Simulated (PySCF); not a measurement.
# AsH−: bond curves at several levels of theory

The task here is to estimate one member of a computed series from the others.

Program: PySCF 2.14.0. Level of theory: As aug-cc-pVDZ-DK, H aug-cc-pVDZ-DK, spin-free X2C with a Gaussian nucleus. These are calculated values, not measurements.

2 further runs of the same task are left out: 2 set aside as unsound or not needed.

Set-up of the first run:

The job is set up so:

* atoms: As, H
* charge: -1
* basis: As aug-cc-pVDZ-DK, H aug-cc-pVDZ-DK
* Hamiltonian: spin-free X2C with a Gaussian nucleus
* basis functions: 45
* electrons treated: 35
* masses in u: 74.9216, 1.0078
* levels: PBE0, PBE, r²SCAN, M06-2X, M06-L, BLYP, MP2, SCS-MP2, CCSD, CCSD(T)
* grid: 80 radial by 434 angular points
* occupations: held fixed by the projection of orbital angular momentum
* dissociation limit: As− + H, each in its ground configuration
* starting distance in angstrom: 1.595
* values of 2S to try: 1, 3

The run is started by

```bash
OMP_NUM_THREADS=1 python dia.py task.json out
```

Steps of the session up to this table: The job; PBE0 along the bond; PBE (GGA); r²SCAN; M06-2X; M06-L (meta-GGA); BLYP (GGA); Adding correlation.

One of the session's tables, all rows but one given; the rest of the session is left out.

| level | Re (Å) | ωe (cm⁻¹) | De (eV) |
| --- | --- | --- | --- |
| UHF-MP2 | 1.541 | 2111 | 2.85 |
| UHF-SCS-MP2 | 1.545 | 2083 | 2.92 |
| UHF-CCSD | 1.550 | 2042 | 2.94 |
| UHF-CCSD(T) | 1.553 | 2026 | 2.98 |
| PBE | 1.566 | 1974 | 3.10 |
| BLYP | ? | ? | ? |
| r²SCAN | 1.547 | 2051 | 3.10 |
| M06-L | 1.553 | 2042 | 3.17 |
| PBE0 | 1.549 | 2057 | 3.05 |
| M06-2X | 1.547 | 2085 | 2.97 |

Estimate the missing values for BLYP.

**Answer.** Re (Å): 1.573; ωe (cm⁻¹): 1924; De (eV): 3.13. In the column «Re (Å)» it is the highest.
